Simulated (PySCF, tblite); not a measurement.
**C3H8ClSi radical: geometry, infrared bands and EPR parameters**

Aim: predict the infrared bands and EPR parameters of C3H8ClSi radical (`C[Si](C)CCl`).

The runs use tblite 0.8.0 and PySCF 2.14.0, with density-fitted response routines of our own; the level of theory stands in each step. All values are computed, except where a source is named. Atoms count from 0, in the outputs and in this text.

## 1. Starting geometry

13 atoms, charge 0, multiplicity 2; geometry from: force field or distance geometry start.

Bonds of the start (Å): C0–Si1 1.83, Si1–C2 1.82, Si1–C3 1.85, C3–Cl4 1.76, C0–H5 1.11, C0–H6 1.11, C0–H7 1.11, C2–H8 1.12, C2–H9 1.12, C2–H10 1.09, C3–H11 1.13, C3–H12 1.13.

## 2. Optimising the geometry with GFN2-xTB

The job: settings as JSON, then the geometry in Å.

```
{"job": {"kind": "relax", "xc": "GFN2-xTB", "basis": "xTB"}, "charge": 0, "multiplicity": 2}
C     -1.269500    -1.299900    -0.117400
Si    -0.066600    -0.030200     0.435600
C     -0.495900     1.700300     0.060000
C      1.708800    -0.470300     0.179500
Cl     2.537600     0.583100    -0.953600
H     -2.304300    -0.983000     0.138500
H     -1.145300    -1.475300    -1.211200
H     -1.035600    -2.242900     0.428300
H     -1.524500     1.702600    -0.385000
H     -0.585500     2.260200     1.026500
H      0.149300     2.215100    -0.657700
H      1.817500    -1.542500    -0.147600
H      2.209800    -0.416700     1.186600
```

Command:

```sh
$ OMP_NUM_THREADS=1 python probes_run.py task.json out
```

One launch serves the whole session: the jobs run in the order shown.

**Question.** This job is followed by: GFN2-xTB harmonic vibrations, gas phase; UKS B3LYP, pcH-1 on C Cl H Si, non-relativistic, mean-field spin-orbit, GIAO. Predict these results of the whole session: strongest single infrared mode (GFN2-xTB); zero-point energy (GFN2-xTB); g(iso) (B3LYP); ⟨S²⟩; largest a(iso) (averaged by class); potential on the surface of density 0.002 e/bohr³, 1st and 99th percentile.

**Answer**, as computed:

| quantity | value |
| --- | --- |
| strongest single infrared mode (GFN2-xTB) | 830 cm⁻¹, 120 km/mol |
| zero-point energy (GFN2-xTB) | 63.2 kcal/mol |
| g(iso) (B3LYP) | 2.00346 |
| ⟨S²⟩ | 0.752 (exact 0.75) |
| largest a(iso) (averaged by class) | 29Si on Si1, -453.2 MHz |
| potential on the surface of density 0.002 e/bohr³, 1st and 99th percentile | -0.77 V and 0.97 V |

In words: Relaxing lowered the energy by 0.586 eV in 96 steps; the close pair that moved most is Si1–C2, from 1.822 to 1.903 Å. No mode is imaginary among the 33: a minimum at this level. The strongest single mode, at 830 cm⁻¹, is spread over many atoms; the largest shares are those of Si1, H7, H9. GFN2-xTB is a fitted tight-binding method: band positions and strengths are rough. Its intensities can rank the bands wrongly. Most of the unpaired spin sits on Si1 (0.91 e). The isotropic g lies 1.1 ppt above the free-electron value. These values are for one conformer; the search (at its own cheap level) found 1 more, at 1.40 kcal/mol, and measured spectra average over such forms.
